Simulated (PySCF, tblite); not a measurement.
# C2H7BN2: geometry, infrared bands, NMR shifts, spin-spin couplings, electronic excitations and core binding energies

What infrared bands, NMR shifts, spin-spin couplings, electronic excitations and core binding energies should C2H7BN2 (`CC#[N+][BH2-]N`) show?

Computed with tblite 0.8.0 and PySCF 2.14.0, with density-fitted response routines of our own, on a single molecule in the gas phase. Atoms are numbered from 0 throughout.

### 1 The starting structure

12 atoms, charge 0, multiplicity 1; geometry from: GFN2-xTB.

Bonds of the start (Å): C0–C1 1.43, C1–N2 1.15, N2–B3 1.56, B3–N4 1.48, C0–H5 1.09, C0–H6 1.09, C0–H7 1.09, B3–H8 1.19, B3–H9 1.19, N4–H10 1.01, N4–H11 1.01.

### 2 Vibrational analysis with GFN2-xTB

The job: settings as JSON, then the geometry in Å.

```
{"job": {"kind": "ir", "xc": "GFN2-xTB", "basis": "xTB"}, "charge": 0, "multiplicity": 1}
C      2.303099     0.366520     0.165624
C      0.965217    -0.082818     0.417040
N     -0.114873    -0.433437     0.604989
B     -1.650870    -0.609484     0.430267
N     -2.002963     0.194325    -0.766495
H      2.281043     1.240094    -0.486846
H      2.785926     0.634427     1.105557
H      2.874089    -0.426793    -0.317066
H     -1.785859    -1.780034     0.273012
H     -2.102239    -0.178496     1.442075
H     -1.645520    -0.120436    -1.655322
H     -1.905850     1.195445    -0.694732
```

**Question.** This job is followed by: PBE0-D3(BJ)/def2-SVP geometry optimisation, gas phase; GIAO PBE0/pcSseg-1 NMR shielding, non-relativistic, gas phase; B3LYP/pcJ-1 indirect spin-spin coupling, non-relativistic, gas phase; TDDFT PBE0/def2-SVPD, vertical, gas phase, core orbitals frozen in the response; GIAO wB97X-D/pcSseg-2 NMR shielding, non-relativistic, gas phase; delta-SCF UKS SCAN, pcX-2 on the ionised atom, pcseg-1 elsewhere, spin-free X2C. Predict these results of the whole session: strongest single infrared mode (GFN2-xTB); zero-point energy (GFN2-xTB); point group; rotational constants (main isotopes); ¹³C shifts against TMS (PBE0/pcSseg-1); ¹H shifts against TMS (PBE0/pcSseg-1, means over atoms taken as alike); ¹⁵N shifts against NH3 (PBE0/pcSseg-1); ¹¹B shifts against BF3·OEt2 (PBE0/pcSseg-1); largest coupling of the table (B3LYP/pcJ-1); lowest singlet (PBE0/def2-SVPD); brightest single state of those computed; lowest triplet; vertical ionisation energy (ΔSCF); C1s binding energies, SCAN/pcX-2 (standing for 1 of 2 atoms); B1s binding energies, SCAN/pcX-2; N1s binding energies, SCAN/pcX-2 (standing for 1 of 2 atoms); range of the shift of N4.

As calculated:

| quantity | value |
| --- | --- |
| strongest single infrared mode (GFN2-xTB) | 596 cm⁻¹, 261 km/mol |
| zero-point energy (GFN2-xTB) | 58.0 kcal/mol |
| point group | C1 |
| rotational constants (main isotopes) | 20.01, 1.96, 1.85 GHz |
| ¹³C shifts against TMS (PBE0/pcSseg-1) | 114.9, 1.6 ppm |
| ¹H shifts against TMS (PBE0/pcSseg-1, means over atoms taken as alike) | 3.13, 2.05, 0.33 ppm |
| ¹⁵N shifts against NH3 (PBE0/pcSseg-1) | 265.3, 30.3 ppm |
| ¹¹B shifts against BF3·OEt2 (PBE0/pcSseg-1) | -7.6 ppm |
| largest coupling of the table (B3LYP/pcJ-1) | ¹J(C,H) C0–H5, 143.8 Hz |
| lowest singlet (PBE0/def2-SVPD) | 4.81 eV (258 nm), f = 0.032 |
| brightest single state of those computed | state 6, 6.27 eV, f = 0.142 |
| lowest triplet | 4.50 eV |
| vertical ionisation energy (ΔSCF) | 8.40 eV |
| C1s binding energies, SCAN/pcX-2 (standing for 1 of 2 atoms) | C0 293.14 eV |
| B1s binding energies, SCAN/pcX-2 | B3 194.48 eV |
| N1s binding energies, SCAN/pcX-2 (standing for 1 of 2 atoms) | N4 403.39 eV |
| range of the shift of N4 | 24.8 to 30.3 ppm |

No mode is imaginary among the 30: a minimum at this level. The strongest single mode, at 596 cm⁻¹, is spread over several atoms, H11, H10, N4 among them. Unscaled tight-binding wavenumbers are off by several per cent, some by more. Its intensities can rank the bands wrongly. The optimisation took 13 steps and gained 0.193 eV; among the close pairs (by a distance rule), N2–B3 changed most, from 1.556 to 1.739 Å. At PBE0/pcSseg-1: The widest tensor belongs to N2: span 494 ppm, with a paramagnetic part of -339 ppm. Of the pairs tabulated at B3LYP/pcJ-1, C0–H5 (mean over like pairs) couples most strongly (143.8 Hz; Fermi contact 142.3 Hz). The first singlet state (HOMO→LUMO 0.97) lies at 4.81 eV and is weak; of the 10 states computed, the strongest absorption comes from state 6 at 6.27 eV (the last state computed is bright too, and its partners may lie past the list). The lowest triplet lies 0.31 eV below the lowest singlet (triplets in Tamm-Dancoff, singlets in full TDDFT). The orbital energy would give 6.14 eV for ionisation, ΔSCF gives 8.40 eV. Across the 2 runs the shift of N4 moves most, between 24.8 (wB97X-D/pcSseg-2) and 30.3 ppm (PBE0/pcSseg-1). Most of that comes from the computed reference, not from the atom's own shielding.
